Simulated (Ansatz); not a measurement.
**InHBr₂: how energies converge with the basis set**

How large a basis does InHBr₂ need? Two functionals are run in growing sets.

Computed with Ansatz 0.2.0, Gaussian basis. Level: one geometry, several basis sets.

The runs, in order: PBE0-D4/def2-SVP; ωB97M-V/def2-SVP; PBE0-D4/def2-QZVPP; ωB97M-V/def2-QZVPP; the functionals' def2-TZVPP values are taken from earlier runs.

### Step 1. Structure used throughout

All runs share one geometry, relaxed beforehand with PBE0-D4 in a triple-zeta def2 set. In takes the def2 core potential; no spin-orbit term is included.

SMILES `[Br][InH][Br]`, 4 atoms, charge 0, spin multiplicity 1.

Atoms are counted from 1 here; the program's logs count them from 0.

Bond lengths: Br1–In2 2.454 Å, In2–Br3 2.454 Å, In2–H4 1.698 Å. Angles: Br1–In2–Br3 113.1°, Br1–In2–H4 123.4°, Br3–In2–H4 123.4°.

### Step 2. PBE0-D4 in def2-SVP

Input file in.yaml:

```yaml
crystal:
  periodic: [false, false, false]
  atoms:
    - {symbol: Br, position_ang: [-1.782291, 0.917737, -1.148876]}
    - {symbol: In, position_ang: [0.150685, 0.134341, 0.144011]}
    - {symbol: Br, position_ang: [0.611891, -2.255847, -0.164539]}
    - {symbol: H, position_ang: [1.075214, 1.143570, 1.149104]}
basis:
  gaussian: {orbitals: def2-SVP}
hamiltonian: {xc: pbe0, dispersion: d4}
output: {orbitals: {seedname: orbitals}}
```

On the command line:

```
$ ansatz run in.yaml --threads 4 --pin off --events-out ev --progress --plain --max-ram 10444MiB
```

The runs that follow: ωB97M-V in def2-SVP; PBE0-D4 in def2-QZVPP; ωB97M-V in def2-QZVPP.

Q: Predict the results of all the runs planned. Wanted: PBE0-D4: double and triple zeta above quadruple; ωB97M-V: double and triple zeta above quadruple.

As calculated:

| quantity | value |
| --- | --- |
| PBE0-D4: double and triple zeta above quadruple | 20.20, 2.91 eV |
| ωB97M-V: double and triple zeta above quadruple | 20.02, 2.80 eV |

In words: PBE0-D4 gains 17.29 eV from double to triple zeta, then 2.91 eV more. Total energies overstate the basis error of differences, where much of it tends to cancel.
